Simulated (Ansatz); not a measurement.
# C₂H₆SSi: up Jacob's ladder to CCSD(T)

Aim: compute C₂H₆SSi with functionals from several rungs and with coupled cluster, and see how far each lands from CCSD(T) at the basis-set limit for the atomisation energy.

The runs use Ansatz 0.2.0, Gaussian basis; functionals in def2-TZVPP, the program's frozen cores in correlated methods.

Levels to be run: LDA (SPW92), PBE-D4, revPBE-D4, BLYP-D4, r2SCAN-D4, B97M-V, PBE0-D4, B3LYP-D4, r2SCANh-D4, r2SCAN0-D4, HSE06-D4, BHLYP-D4, CAM-B3LYP-D4, LC-ωPBE, ωB97X-V, ωB97M-V, B2PLYP, PBE-QIDH; CCSD(T)/def2-SVP; CCSD(T)/def2-TZVPP; CCSD(T)/def2-QZVPP; extrapolation to the limit; RPA on PBE.

**1. Structure used throughout**

An earlier PBE0-D4 in a triple-zeta def2 set relaxation fixed the geometry.

SMILES `CC[Si]S`, 10 atoms, charge 0, spin multiplicity 1.

Atoms are counted from 1 here; the program's logs count them from 0.

Bond lengths: C1–C2 1.525 Å, C1–H5 1.093 Å, C1–H6 1.093 Å, C1–H7 1.093 Å, C2–Si3 1.909 Å, C2–H8 1.098 Å, C2–H9 1.098 Å, Si3–S4 2.136 Å, S4–H10 1.348 Å. Angles: C2–C1–H5 111.8°, C2–C1–H6 111.4°, C2–C1–H7 111.4°, H5–C1–H6 107.4°, H5–C1–H7 107.5°, H6–C1–H7 107.0°, C1–C2–Si3 113.6°, C1–C2–H8 110.9°, C1–C2–H9 110.9°, Si3–C2–H8 107.5°, Si3–C2–H9 107.8°, H8–C2–H9 105.7°, C2–Si3–S4 99.6°, Si3–S4–H10 100.8°.

Coordinates:

```xyz
10
charge 0, multiplicity 1
C     0.50418    1.43057    0.05670
C    -0.15502    0.05963   -0.04509
Si    1.01494   -1.38641    0.38453
S    -0.31741   -3.02758    0.07938
H    -0.19337    2.23548   -0.18876
H     1.35568    1.51588   -0.62359
H     0.88063    1.61915    1.06561
H    -1.02286   -0.00802    0.62419
H    -0.54607   -0.11330   -1.05613
H    -1.43760   -2.37650   -0.29383
```

**2. LDA**

This LDA is Slater exchange with PW92 correlation.

Input file in.yaml:

```yaml
crystal:
  periodic: [false, false, false]
  atoms:
    - {symbol: C, position_ang: [0.504179, 1.430569, 0.056699]}
    - {symbol: C, position_ang: [-0.155016, 0.059626, -0.045087]}
    - {symbol: Si, position_ang: [1.014937, -1.386412, 0.384528]}
    - {symbol: S, position_ang: [-0.317411, -3.027579, 0.079376]}
    - {symbol: H, position_ang: [-0.193374, 2.235483, -0.188755]}
    - {symbol: H, position_ang: [1.355681, 1.515884, -0.623593]}
    - {symbol: H, position_ang: [0.880626, 1.619150, 1.065611]}
    - {symbol: H, position_ang: [-1.022855, -0.008017, 0.624187]}
    - {symbol: H, position_ang: [-0.546071, -0.113304, -1.056134]}
    - {symbol: H, position_ang: [-1.437598, -2.376501, -0.293831]}
basis:
  gaussian: {orbitals: def2-TZVPP}
hamiltonian: {xc: lda}
output: {orbitals: {seedname: orbitals}}
```

Started as:

```console
ansatz run in.yaml --threads 2 --pin off --events-out ev --progress --plain --max-ram 32768MiB --backend cpu
```

The runs that follow: PBE-D4 (GGA); revPBE-D4 (GGA); BLYP-D4 (GGA); r2SCAN-D4 (meta-GGA); B97M-V (meta-GGA); PBE0-D4 (hybrid); B3LYP-D4 (hybrid); r2SCANh-D4 (hybrid); r2SCAN0-D4 (hybrid); HSE06-D4 (hybrid); BHLYP-D4 (hybrid); CAM-B3LYP-D4 (range-separated); LC-ωPBE (range-separated); ωB97X-V (range-separated); ωB97M-V (range-separated); B2PLYP (double hybrid); PBE-QIDH (double hybrid); CCSD(T) in def2-SVP; CCSD(T) in def2-TZVPP; CCSD(T) in def2-QZVPP; RPA on PBE orbitals.

**Question.** What will the summary of the whole plan be? Wanted: atomisation energy, CCSD(T)/CBS; farthest beyond LDA; mean size of error, GGA; mean size of error, meta-GGA; mean size of error, hybrid; mean size of error, range-separated; mean size of error, double hybrid; gap, smallest and largest; T1 diagnostic.

As calculated:

```
                               quantity                                                                                          value
        atomisation energy, CCSD(T)/CBS                                                                                      36.786 eV
    functionals within 0.184 eV (0.5 %)  revPBE-D4, BLYP-D4, r2SCAN-D4, PBE0-D4, B3LYP-D4, r2SCANh-D4, HSE06-D4, CAM-B3LYP-D4, ωB97X-V
                    farthest beyond LDA                                                                           BHLYP-D4 (-0.846 eV)
                mean size of error, GGA                                                                                       0.294 eV
           mean size of error, meta-GGA                                                                                       0.183 eV
             mean size of error, hybrid                                                                                       0.263 eV
    mean size of error, range-separated                                                                                       0.192 eV
      mean size of error, double hybrid                                                                                       0.331 eV
              gap, smallest and largest                                                       2.45 eV (LDA (SPW92)), 9.03 eV (LC-ωPBE)
                          T1 diagnostic                                                                                         0.0133
triples share of the correlation energy                                                                                          4.2 %
```

In words: The LDA atomisation energy is off by 4.983 eV (14 %): it overbinds. PBE-D4 misses by +0.621 eV. Double hybrids carry the basis error of their MP2 part in triple zeta, and no dispersion term here, so their miss is partly the set-up's. Taken by rung, meta-GGA functionals do best (0.183 eV on average) and double hybrid ones worst beyond LDA (0.331 eV). The gap between the best rungs is small, so their order is not settled. Misses under about 0.184 eV are within the doubt on the reference itself, which lacks core-valence correlation, relativity and higher excitations. Hartree-Fock recovers 74 % of the binding; the rest is correlation. CCSD(T) in def2-SVP is off by -2.025 eV, which most functionals beat. The gap grows from 2.4 to 9.0 eV across the functionals, mostly with the share of exact exchange. The restricted reference is unstable towards a spin-broken one.
